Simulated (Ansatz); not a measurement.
Write a Python script for Ansatz's Python interface that makes a rigid scan of one bond length of ClGeH5OSi, SMILES Cl[SiH2][O][GeH3]. Use (for the species named): r2scan0, def2-SVP basis, multiplicity 1.

```yaml
atoms:
  - { symbol: Cl, position_ang: [-0.7247, 2.1806, -2.3291] }
  - { symbol: Si, position_ang: [0.0449, 1.0777, -0.7939] }
  - { symbol: O, position_ang: [-0.9692, -0.3019, -0.5438] }
  - { symbol: Ge, position_ang: [-0.0725, -1.1920, 0.7996] }
  - { symbol: H, position_ang: [1.4101, 0.6609, -1.1949] }
  - { symbol: H, position_ang: [0.1036, 1.9172, 0.4260] }
  - { symbol: H, position_ang: [1.3135, -1.6218, 0.3904] }
  - { symbol: H, position_ang: [-0.9319, -2.4611, 1.1072] }
  - { symbol: H, position_ang: [-0.0853, -0.3059, 2.1214] }
```

`clgeh5osi_scan.py`
```python
"""Potential curve of ClGeH5OSi along one bond."""

import ansatz as az
import numpy as np


def main() -> None:
    geometry_ang = [
        ("Cl", [-0.7247, 2.1806, -2.3291]),
        ("Si", [0.0449, 1.0777, -0.7939]),
        ("O", [-0.9692, -0.3019, -0.5438]),
        ("Ge", [-0.0725, -1.192, 0.7996]),
        ("H", [1.4101, 0.6609, -1.1949]),
        ("H", [0.1036, 1.9172, 0.426]),
        ("H", [1.3135, -1.6218, 0.3904]),
        ("H", [-0.9319, -2.4611, 1.1072]),
        ("H", [-0.0853, -0.3059, 2.1214]),
    ]
    molecule = az.Crystal.molecule()
    for symbol, xyz in geometry_ang:
        molecule = molecule.atom(symbol, xyz)

    symbols = [site.symbol for site in molecule.cartesian_sites]
    start = np.array([site.position_ang for site in molecule.cartesian_sites])
    axis = (start[8] - start[3]) / np.linalg.norm(start[8] - start[3])
    moving = [8]
    lengths, energies = [1.4, 1.464, 1.528, 1.591, 1.655, 1.719, 1.782, 1.878], []
    for length in lengths:
        xyz = start.copy()
        xyz[moving] += (length - np.linalg.norm(start[8] - start[3])) * axis
        point = az.Crystal.molecule()
        for symbol, place in zip(symbols, xyz):
            point = point.atom(symbol, place.tolist())
        job = (
            point.calculation()
            .basis(gaussian="def2-SVP")
            .functional("r2scan0")
        )
        data = job.run().report
        energies.append(data["free_energy_ev"])
        print(f"r = {length:6.3f} A  E = {energies[-1]:.5f} eV  <S^2> = {abs(data['mean_field']['state']['spin_squared']):.3f}")

    # quartic fit about the minimum
    fit = np.polynomial.Polynomial.fit(lengths, np.array(energies) - min(energies), 4).convert()
    roots = [r.real for r in fit.deriv().roots() if abs(r.imag) < 1e-9 and fit.deriv(2)(r.real) > 0]
    r_e = min(roots, key=lambda r: abs(r - lengths[int(np.argmin(energies))]))
    print(f"minimum of the fit at {r_e:.4f} A, force constant {fit.deriv(2)(r_e):.2f} eV/A^2")


if __name__ == "__main__":
    main()
```

```console
$ python clgeh5osi_scan.py
r =  1.400 A  E = -79030.18427 eV  <S^2> = 0.000
r =  1.464 A  E = -79030.32416 eV  <S^2> = 0.000
r =  1.528 A  E = -79030.36675 eV  <S^2> = 0.000
r =  1.591 A  E = -79030.33633 eV  <S^2> = 0.000
r =  1.655 A  E = -79030.24991 eV  <S^2> = 0.000
r =  1.719 A  E = -79030.12176 eV  <S^2> = 0.000
r =  1.782 A  E = -79029.96572 eV  <S^2> = 0.000
r =  1.878 A  E = -79029.68937 eV  <S^2> = 0.000
minimum of the fit at 1.5302 A, force constant 17.95 eV/A^2
```

Reading the output:
- Total energies depend on the basis set; only differences at equal settings carry meaning.
- The rest of the molecule is held rigid at a force-field or estimated start geometry, and the basis set is modest; single-reference methods fail as a bond breaks.
- The orbitals are restricted, so S² is zero by construction.
- Hardware and time: 75 s on 1 thread of Arm Neoverse V1 (shared host), peak memory 0.33 GiB.
